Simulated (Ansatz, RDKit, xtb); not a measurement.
**C5H5NOS: which of the isomers drawn lies lowest?**

A sample of isomers of C5H5NOS is drawn. Aim: find which of them has the lowest free energy at 298.15 K, then its properties. The sample is small against all isomers, and the most stable one of this formula need not be in it.

Plan: many cheap relaxations first (GFN2-xTB), then density-functional screening, relaxation at B3LYP-D3(BJ)/def2-SVP, vibrations (at GFN2-xTB) and a final energy. The numbers are computed, not measured.

## (1) Drawing up candidates

Isomers were taken from a list of plausible structures; this is a sample, not all of them. That gives 6 candidates.

```csv
label,SMILES,spin
c022,O=Cc1c[nH]cc1S,singlet
c470,O=Cc1cc(S)c[nH]1,singlet
c614,O=Cc1[nH]ccc1S,singlet
c653,O=Cc1cccn1S,singlet
c847,O=Cn1ccc(S)c1,singlet
c931,O=Cc1ccn(S)c1,singlet
```

Candidates are built by distance geometry, with a force field where one applies, in up to four conformers (letters a to d).

**Question.** With final energies at CCSD(T)/def2-SVP + MP2/def2-TZVPP - MP2/def2-SVP, which structure will this search put lowest in free energy, and by what margin?

| quantity | value |
| --- | --- |
| lowest structure found | O=Cc1cc(S)c[nH]1, singlet |
| next finalist | O=Cn1ccc(S)c1, singlet, 2.2 kcal/mol higher in G |
| share at equilibrium, among the finalists | 95.0 % |

`O=Cc1cc(S)c[nH]1` comes out lowest. The margin, 2.2 kcal/mol, is modest. HF/def2-SVP and MP2/def2-SVP already put its bonding pattern lowest among the structures in one piece; GFN2-xTB and HF/STO-3G favour the singlet O=Cn1ccc(S)c1; r2SCAN-D4/def2-SVP and B3LYP-D3(BJ)/def2-SVP favour the singlet O=Cc1[nH]ccc1S. Lowest found is not proven lowest: the search is finite, and each finalist counts with one conformer. Only 6 drawn patterns were tried, so whole families of isomers are missing, and the result ranks this sample alone.
